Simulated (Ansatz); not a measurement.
Predict the output of the script below (Ansatz's Python interface).

Input file `zns.yaml`:
```yaml
crystal:
  lattice:
    - [0.0, 2.702, 2.702]
    - [2.702, 0.0, 2.702]
    - [2.702, 2.702, 0.0]
  atoms:
    - { symbol: Zn, position: [0.25, 0.25, 0.25] }
    - { symbol: S, position: [0.0, 0.0, 0.0] }
kpoints:
  mp_grid: { grid: [6, 6, 6] }
hamiltonian:
  xc: pbe
scf:
  occupations: { method: fixed }
basis:
  ecutwfc: 510
output:
  forces: true
  stress: true
```

`yaml_run_zns.py`:
```python
'''Run a YAML input for ZnS from Python.'''

import ansatz as az
import numpy as np
import pandas as pd

out = az.Session.from_deck('zns.yaml').plan().execute()
report = out.report

for key in ('converged', 'n_iterations', 'n_electrons', 'n_kpoints', 'n_pw', 'n_symmetry_ops', 'free_energy_ev', 'fermi_energy_ev'):
    print(f'{key:18s} {report[key]}')

# forces in eV per angstrom
table = pd.DataFrame(report['forces_ev_ang'], columns=['fx', 'fy', 'fz'])
table.insert(0, 'atom', [site['symbol'] for site in report['lattice']['sites']])
print(table.round(4).to_string())

# the stress is positive in compression
print('pressure by term (GPa)')
for term, tensor in report['stress_terms_gpa'].items():
    if np.any(tensor):
        print(f'  {term:28s} {np.trace(np.array(tensor)) / 3:12.3f}')
print(f'  {"total":28s} {np.trace(np.array(report["stress_gpa"])) / 3:12.3f}')
```

```console
$ python yaml_run_zns.py
converged          True
n_iterations       6
n_electrons        18.0
n_kpoints          16
n_pw               1037
n_symmetry_ops     24
free_energy_ev     -4222.729922481647
fermi_energy_ev    5.787460886032313
  atom   fx   fy   fz
0   Zn -0.0  0.0  0.0
1    S  0.0  0.0 -0.0
pressure by term (GPa)
  kinetic                           645.160
  hartree                          1155.617
  ewald                           -1696.624
  local_pseudopotential             -77.616
  nonlocal_pseudopotential           -5.732
  augmentation                      163.267
  nlcc                             -555.775
  xc                                373.293
  augmentation_tail                   0.004
  scf_correction                     -0.000
  pulay_correction                    0.015
  total                               1.609
```

What to keep in mind:
- Absolute energies stand on the zero of these potentials, so only differences at equal settings mean something. A total without «per atom» is that of the cell as typed.
- An absolute Fermi energy rests on an arbitrary zero of the periodic potential and has no direct meaning.
- Of the deposited cell: the entry's cell lengths or inner coordinates differ somewhat from later room-temperature determinations.
- Pressure is positive in compression.
- The structure is a deposited one; some such entries were measured under pressure or heat, so a shift against it needn't be the functional's error alone.
- Hardware and time: 1.9 s on 1 thread of Arm Neoverse V1, on a shared host, peak memory 0.39 GiB.

(Lines on the test bed's own set-up are left out of the output.)
